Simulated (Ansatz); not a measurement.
**BBi: a single-point run**

Wanted: a converged single-point run for BBi, and a check of what comes out. The structure is shown as the input types it. The cell is built on a prototype (zincblende) and needn't be the phase found in nature.

Computed with Ansatz 0.2.0 (density functional or hybrid calculation with the settings of its input, plane waves (as first typed), unless a step's input says otherwise).

2 further runs of the same task are left out: 2 that didn't finish.

## (1) The system as given

Symmetry: F-43m, No. 216, cubic system. The conventional cell has a = 5.490 Å, b = 5.490 Å, c = 5.490 Å, α = 90.00°, β = 90.00°, γ = 90.00°. B (site symmetry -43m) is surrounded by 4 Bi at 2.38 Å. Bi (site symmetry -43m) is surrounded by 4 B at 2.38 Å.

Structure file:

```cif
data_structure
_symmetry_space_group_name_H-M 'P 1'
_symmetry_Int_Tables_number 1
_cell_length_a 3.8818
_cell_length_b 3.8818
_cell_length_c 3.8818
_cell_angle_alpha 60.000
_cell_angle_beta 60.000
_cell_angle_gamma 60.000
_cell_volume 41.36
loop_
_atom_site_label
_atom_site_type_symbol
_atom_site_fract_x
_atom_site_fract_y
_atom_site_fract_z
_atom_site_occupancy
B1 B 0.00000 0.00000 0.00000 1
Bi1 Bi 0.25000 0.25000 0.25000 1
```

## (2) The calculation

Input file input.yaml:

```yaml
crystal:
  lattice:
    - [0.0, 2.7448744688, 2.7448744688]
    - [2.7448744688, 0.0, 2.7448744688]
    - [2.7448744688, 2.7448744688, 0.0]
  atoms:
    - { symbol: B, position: [0.0, 0.0, 0.0] }
    - { symbol: Bi, position: [0.25, 0.25, 0.25] }
kpoints:
  mp_grid: { grid: [6, 6, 6] }
hamiltonian:
  xc: pbe
  dispersion: d2
scf:
  occupations: { method: fixed }
  n_extra_bands: 4
output:
  forces: true
  stress: true
  eigenvalues: true
```

Started as:

```bash
ansatz run input.yaml --threads 4 --pin off --max-ram 3686MiB --backend cpu --events-out ev --progress --plain --runs-dir out
```

**Question.** How will this run end, and is anything wrong with its input?

The run ended at the input check. The line that matters: «line 13 column 15: hamiltonian.dispersion: `d2` is not `none`, `rvv10`, `d3bj`, `d3bjatm`, `d4` or a map `{method: …, s8: …, a1: …, a2_bohr: …}` (numbers without units, a2 in bohr) or `{method: …, functional: …}`»

The suspect setting: hamiltonian.dispersion is d2. No dispersion parameters exist for this functional, or it already holds a non-local term.

Remedy: delete hamiltonian.dispersion.
